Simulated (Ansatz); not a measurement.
# Be16P: the cost of one run

All numbers below are computed with Ansatz 0.2.0 (DFT PBE, plane waves, PAW, scalar-relativistic, no spin polarisation).

### 1 The system as given

The cell holds 17 atoms (Be16P): a = 4.580 Å, b = 4.580 Å, c = 17.383 Å, α = 90.00°, β = 90.00°, γ = 60.00°.

Structure file:

```cif
data_structure
_symmetry_space_group_name_H-M 'P 1'
_symmetry_Int_Tables_number 1
_cell_length_a 4.5800
_cell_length_b 4.5800
_cell_length_c 17.3826
_cell_angle_alpha 90.000
_cell_angle_beta 90.000
_cell_angle_gamma 60.000
_cell_volume 315.77
loop_
_atom_site_label
_atom_site_type_symbol
_atom_site_fract_x
_atom_site_fract_y
_atom_site_fract_z
_atom_site_occupancy
Be1 Be 0.83333 0.33333 0.05753 1
Be2 Be 0.33333 0.33333 0.05753 1
Be3 Be 0.83333 0.83333 0.05753 1
Be4 Be 0.33333 0.83333 0.05753 1
Be5 Be 0.00000 0.00000 0.16075 1
Be6 Be 0.50000 0.00000 0.16075 1
Be7 Be 0.00000 0.50000 0.16075 1
Be8 Be 0.50000 0.50000 0.16075 1
Be9 Be 0.83333 0.33333 0.26397 1
Be10 Be 0.33333 0.33333 0.26397 1
Be11 Be 0.83333 0.83333 0.26397 1
Be12 Be 0.33333 0.83333 0.26397 1
Be13 Be 0.00000 0.00000 0.36718 1
Be14 Be 0.50000 0.00000 0.36718 1
Be15 Be 0.00000 0.50000 0.36718 1
Be16 Be 0.50000 0.50000 0.36718 1
P1 P 0.00281 0.48156 0.48569 1
```

### 2 Relaxing the start

Contents of input.yaml:

```yaml
accuracy: low
crystal:
  lattice:
    - [4.58, 0.0, 0.0]
    - [2.29, 3.966396, 0.0]
    - [0.0, 0.0, 17.382645]
  atoms:
    - { symbol: Be, position: [-0.1666667, 0.3333333, 0.0575286] }
    - { symbol: Be, position: [0.3333333, 0.3333333, 0.0575286] }
    - { symbol: Be, position: [-0.1666667, 0.8333333, 0.0575286] }
    - { symbol: Be, position: [0.3333333, 0.8333333, 0.0575286] }
    - { symbol: Be, position: [0.0, 0.0, 0.1607474] }
    - { symbol: Be, position: [0.5, 0.0, 0.1607474] }
    - { symbol: Be, position: [0.0, 0.5, 0.1607474] }
    - { symbol: Be, position: [0.5, 0.5, 0.1607474] }
    - { symbol: Be, position: [-0.1666667, 0.3333333, 0.2639662] }
    - { symbol: Be, position: [0.3333333, 0.3333333, 0.2639662] }
    - { symbol: Be, position: [-0.1666667, 0.8333333, 0.2639662] }
    - { symbol: Be, position: [0.3333333, 0.8333333, 0.2639662] }
    - { symbol: Be, position: [0.0, 0.0, 0.3671849] }
    - { symbol: Be, position: [0.5, 0.0, 0.3671849] }
    - { symbol: Be, position: [0.0, 0.5, 0.3671849] }
    - { symbol: Be, position: [0.5, 0.5, 0.3671849] }
    - { symbol: P, position: [0.0028095, 0.4815574, 0.4856939] }
basis:
  ecutwfc: 420.0
kpoints:
  mp_grid: { grid: [3, 3, 1] }
hamiltonian:
  xc: pbe
scf:
  occupations: { method: fermi_dirac, width: 0.15 }
  lower_state_search: "off"
relax:
  f_tol: 0.08
  max_steps: 25
  adjacent_minimum: "off"
  constraints: [{ sites: [0, 1, 2, 3] }]
output:
  write_density: true
  write_potential: true
  elf: true
  volumetric_format: npy
```

Started as:

```sh
ansatz run input.yaml --threads 1 --pin off --max-ram 3072MiB --backend cpu --events-out ev --progress --plain --runs-dir out
```

Q: Estimate wall time and peak memory on 1 thread of Arm Neoverse V2, shared host.

About 48 s, with a peak of 0.43 GiB.
